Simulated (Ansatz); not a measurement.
Working through a single point of NbGaSn2O6, space group Fm-3m

With the Ansatz DFT code, driven from Python.

The script reads `nbgasn2o6.xyz`:
```text
10
Lattice="0.0 4.00393136 4.00393136 4.00393136 0.0 4.00393136 4.00393136 4.00393136 0.0" Properties=species:S:1:pos:R:3 pbc="T T T"
Nb    4.00393136    4.00393136    4.00393136
Ga    0.00000000    0.00000000    0.00000000
Sn    2.00196568    2.00196568    2.00196568
Sn    6.00589704    6.00589704    6.00589704
O     1.99340543    4.00393136    4.00393136
O     6.01445729    4.00393136    4.00393136
O     4.00393136    1.99340543    4.00393136
O     4.00393136    6.01445729    4.00393136
O     4.00393136    4.00393136    1.99340543
O     4.00393136    4.00393136    6.01445729
```

The cells in order, each with its output:

In [1]:
```python
from pathlib import Path

import ansatz as az
from ase.data import atomic_numbers
import numpy as np
import spglib
```

In [2]:
```python
cell = az.Crystal.from_extxyz("nbgasn2o6.xyz")
```

In [3]:
```python
cell.resolved().sites[-1]
```
Out [3]:
```text
Site(symbol='O', position=(0.7510689806130942, 0.7510689806130942, 0.2489310193869058), moment=None, axis=None, held=None, saved=None)
```

In [4]:
```python
calc = cell.calculation()
calc = calc.occupations(az.OccupationsMethod.FIXED)
calc = calc.functional("PBE")
calc = calc.scf(tolerance=1e-07)
calc = calc.basis(470)
calc = calc.kpoints(4, 4, 4)
calc = calc.density().potential()
calc = calc.electron_localization_function().output_files(volumetric_format="npy")
calc = calc.stress()
planned = calc.session().plan(threads=1)
facts = planned.describe()
print("plan:", facts["n_bands"], "bands,", len(facts["kpoints_frac"]), "k-points, plane waves", facts["n_pw_range"], "grid", facts["fft_dense"])
result = planned.execute()
r = result.report
```
```text
DeckWarning: output.stress: scf.convergence.dr2_threshold = 1e-7 eV (the SCF's general default) is looser than the 1e-9 eV advised for a printed stress (1e-10 eV for each atom of the cell: 10). What an SCF threshold leaves in a stress goes as its square root, and in the free energy as the threshold itself, and one threshold admits the most on a small cell: of the crystals measured, under no [...]
plan: 55 bands, 8 k-points, plane waves [2938, 2996] grid [45, 45, 45]
```

In [5]:
```python
r["kweights"]
```
Out [5]:
```text
[0.015625, 0.125, 0.0625, 0.09375, 0.375, 0.1875, 0.046875, 0.09375]
```

In [6]:
```python
r["converged"], r["free_energy_ev"]
```
Out [6]:
```text
(True, -23790.724202018806)
```

In [7]:
```python
energy = r["free_energy_ev"]
print("NbGaSn2O6: {:.6f} eV = {:.6f} Ry = {:.6f} Ha".format(energy, energy / 13.605693, energy / 27.211386))
print("Fermi level {:.4f} eV, {} k-points, {} symmetry operations".format(r["fermi_energy_ev"], r["n_kpoints"], r["n_symmetry_ops"]))
```
```text
NbGaSn2O6: -23790.724202 eV = -1748.585993 Ry = -874.292996 Ha
Fermi level 10.1773 eV, 8 k-points, 48 symmetry operations
```

In [8]:
```python
spg_cell = (result.lattice.cell_ang, [s.position_frac for s in result.lattice.sites], [atomic_numbers[s.symbol] for s in result.lattice.sites])
found = spglib.get_symmetry_dataset(spg_cell, symprec=1e-3)
print(found.international, found.number, "point group", found.pointgroup)
for site, letter, group in zip(result.lattice.sites, found.wyckoffs, found.site_symmetry_symbols):
    print(f"  {site.symbol:2s} Wyckoff {letter}  site symmetry {group}")
```
```text
Fm-3m 225 point group m-3m
  Nb Wyckoff b  site symmetry m-3m
  Ga Wyckoff a  site symmetry m-3m
  Sn Wyckoff c  site symmetry -43m
  Sn Wyckoff c  site symmetry -43m
  O  Wyckoff e  site symmetry 4m.m
  O  Wyckoff e  site symmetry 4m.m
  O  Wyckoff e  site symmetry 4m.m
  O  Wyckoff e  site symmetry 4m.m
  O  Wyckoff e  site symmetry 4m.m
  O  Wyckoff e  site symmetry 4m.m
```

In [9]:
```python
problems = list(r["published_state_doubts"])
if not r["converged"] or r.get("closed_by") != "deck_thresholds":
    problems.append("loop closed by " + str(r.get("closed_by")))
print("accepted" if not problems else f"check before use: {problems}")
```
```text
accepted
```

In [10]:
```python
folder = Path(result.write_results("fields"))
print("densities in e/A^3, potentials in eV, ELF without unit")
for name in sorted(p.name for p in folder.glob("*.npy")):
    field = np.load(folder / name)
    print(f"{name:16s} {str(field.shape):16s} min {field.min():10.4f}  mean {field.mean():10.4f}  max {field.max():10.4f}")
```
```text
densities in e/A^3, potentials in eV, ELF without unit
elf.npy          (45, 45, 45)     min     0.0015  mean     0.2918  max     0.9999
rho.npy          (45, 45, 45)     min     0.0417  mean     0.7011  max    53.4397
v_es.npy         (45, 45, 45)     min   -88.3757  mean     6.3779  max    70.8436
v_tot.npy        (45, 45, 45)     min  -114.6275  mean    -4.8324  max    24.1804
```

In [11]:
```python
principal = np.linalg.eigvalsh(np.array(r["stress_gpa"]))
mises = np.sqrt(0.5 * sum((principal[i] - principal[i - 1]) ** 2 for i in range(3)))
print("principal stresses (GPa, compression positive):", np.round(principal, 3))
print(f"mean {principal.mean():.3f} GPa, von Mises {mises:.3f} GPa, PV = {principal.mean() * r['setup']['cell_volume_ang3'] / 160.21766:.4f} eV")
```
```text
principal stresses (GPa, compression positive): [-2.504 -2.504 -2.504]
mean -2.504 GPa, von Mises 0.000 GPa, PV = -2.0063 eV
```

Total energies depend on the potentials; only differences at equal settings carry meaning. A total without «per atom» is that of the cell as typed. No spin polarisation was allowed. Under fixed occupations the level called the Fermi level is the highest filled one on the SCF mesh; off the mesh a filled band can lie a little above it. Only differences from the Fermi energy are physical; the zero of the scale is a convention. The fields are valence quantities on the plane-wave grid; their values near the nuclei depend on the potentials. The structure comes from a database of computed cells and needn't be a stable or known phase. Warnings are shown shortened and without file and line. The whole script took 6.3 s on 1 thread of Arm Neoverse V2 (shared host), peak memory 0.51 GiB.

(Lines on the test bed's own set-up are left out of the output.)
